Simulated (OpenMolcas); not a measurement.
**GeH3F (fluorogermane): HF/ANO-RCC-VDZP (DKH4)**

Aim: the vertical ionisation energy of GeH3F (fluorogermane) at HF/ANO-RCC-VDZP (DKH4), from 2 runs. 

The calculation is run with OpenMolcas 26.06.

## Step 1: The system as given

The species is GeH3F (5 atoms), meant as a singlet with charge 0. SMILES: `[F][GeH3]`. Geometry: relaxed at PBE0-D4/def2-TZVP.

Bond lengths: F1–Ge2 1.742 Å, Ge2–H3 1.533 Å, Ge2–H4 1.533 Å, Ge2–H5 1.533 Å. Angles: F1–Ge2–H3 106.2°, F1–Ge2–H4 106.2°, F1–Ge2–H5 106.3°, H3–Ge2–H4 112.5°, H3–Ge2–H5 112.5°, H4–Ge2–H5 112.5°.

## Step 2: A single-point energy at HF/ANO-RCC-VDZP (DKH4)

File coord.xyz:

```xyz
5

F     -1.046500     0.474300     1.162200
Ge     0.068200    -0.041600    -0.072800
H      1.331000    -0.512000     0.658600
H     -0.627800    -1.178000    -0.831200
H      0.325100     1.183600    -0.958100
```

File job.input:

```
* FGeH3 Hartree-Fock

&GATEWAY
  Coord = coord.xyz
  Basis = ANO-RCC-VDZP
  Group = NoSym

&SEWARD
  Relativistic = R04O02
  Expert

&SCF
  PrOrbitals = 0
```

Started as:

```console
$ export MOLCAS_MEM=1860
$ pymolcas job.input > job.log
```

The program printed (excerpt; [...] marks lines left out):

```text
--- Start Module: gateway ---
[...]
--- Stop Module: gateway /rc=_RC_ALL_IS_WELL_ ---
--- Start Module: seward ---
[...]
 ###    WARNING:  EXPERT option is ON!                                       ###
 ###############################################################################
               SEWARD will generate:
[...]
      Basis functions           56
--- Stop Module: seward /rc=_RC_ALL_IS_WELL_ ---
[...]
--- Start Module: scf ---
[...]
       Convergence after  10 Iterations
[...]
::    Total SCF energy                              -2198.4679036115
[...]
      Total spin, S                                     0.0000000000
[...]
      Total electronic charge=   44.000000
      Total            charge=   -0.000000
[...]
      Dipole Moment (debye):
      Origin of the operator (angstrom)=   -0.1439    0.0565    0.1622
                   X=  1.9140E+00               Y= -8.8531E-01               Z= -2.1210E+00           Total=  2.9909E+00
      Quadrupole Moment (debye*angstrom):
[...]
--- Stop Module: scf /rc=_RC_ALL_IS_WELL_ ---
[...]
```

Run time: 9.6 s. Hardware: 1 thread of Intel Xeon Platinum 8259CL at 2.50GHz (Skylake/Cascade Lake), shared host; peak memory 0.41 GiB.

## Step 3: The doublet cation, same level

coord.xyz is that of step 2.

File job.input:

```
* FGeH3 Hartree-Fock

&gateway
  coord=coord.xyz
  basis=ANO-RCC-VDZP
  group=NoSym

&seward
  relativistic=R04O02
  expert

&scf
  uhf
  charge=1
  spin=2
  prorbitals=0
```

Started as:

```console
$ export MOLCAS_MEM=1860
$ pymolcas job.input > job.log
```

The program printed (excerpt; [...] marks lines left out):

```text
--- Start Module: gateway ---
[...]
--- Stop Module: gateway /rc=_RC_ALL_IS_WELL_ ---
--- Start Module: seward ---
[...]
 ###    WARNING:  EXPERT option is ON!                                       ###
 ###############################################################################
               SEWARD will generate:
[...]
      Basis functions           56
--- Stop Module: seward /rc=_RC_ALL_IS_WELL_ ---
[...]
--- Start Module: scf ---
[...]
       Convergence after  53 Iterations
[...]
::    Total SCF energy                              -2198.0124129436
[...]
      Total spin, S                                     0.5301872869
[...]
      Total electronic charge=   43.000000
      Total            charge=    1.000000
[...]
      Dipole Moment (debye):
      Origin of the operator (angstrom)=   -0.1439    0.0565    0.1622
                   X=  3.3471E+00               Y= -2.7198E+00               Z= -3.1629E+00           Total=  5.3483E+00
      Center of Charge (angstrom)
[...]
--- Stop Module: scf /rc=_RC_ALL_IS_WELL_ ---
[...]
```

Wall time 13 s (1 thread of Intel Xeon Platinum 8259CL at 2.50GHz (Skylake/Cascade Lake), shared host); peak memory 0.41 GiB.

## Step 4: What came out

At HF/ANO-RCC-VDZP (DKH4):

| quantity | value |
| --- | --- |
| singlet GeH3F: total energy | -2198.46790 Eh |
| singlet GeH3F: dipole moment | 2.99 D |
| singlet GeH3F: HOMO energy | -13.38 eV |
| singlet GeH3F: LUMO energy | 2.45 eV |
| singlet GeH3F: HOMO–LUMO gap | 15.83 eV |
| doublet cation: total energy | -2198.01241 Eh |
| doublet cation: HOMO energy (highest over α and β) | -19.74 eV |
| doublet cation: LUMO energy (lowest over α and β) | -11.46 eV |
| doublet cation: ⟨S²⟩ | 0.811 |
| vertical ionisation energy (to the doublet cation) | 12.395 eV |

What this shows: The vertical ionisation energy comes to 12.39 eV (286 kcal/mol). The negative HOMO energy of the first species, 13.38 eV, lies 0.99 eV above that difference.
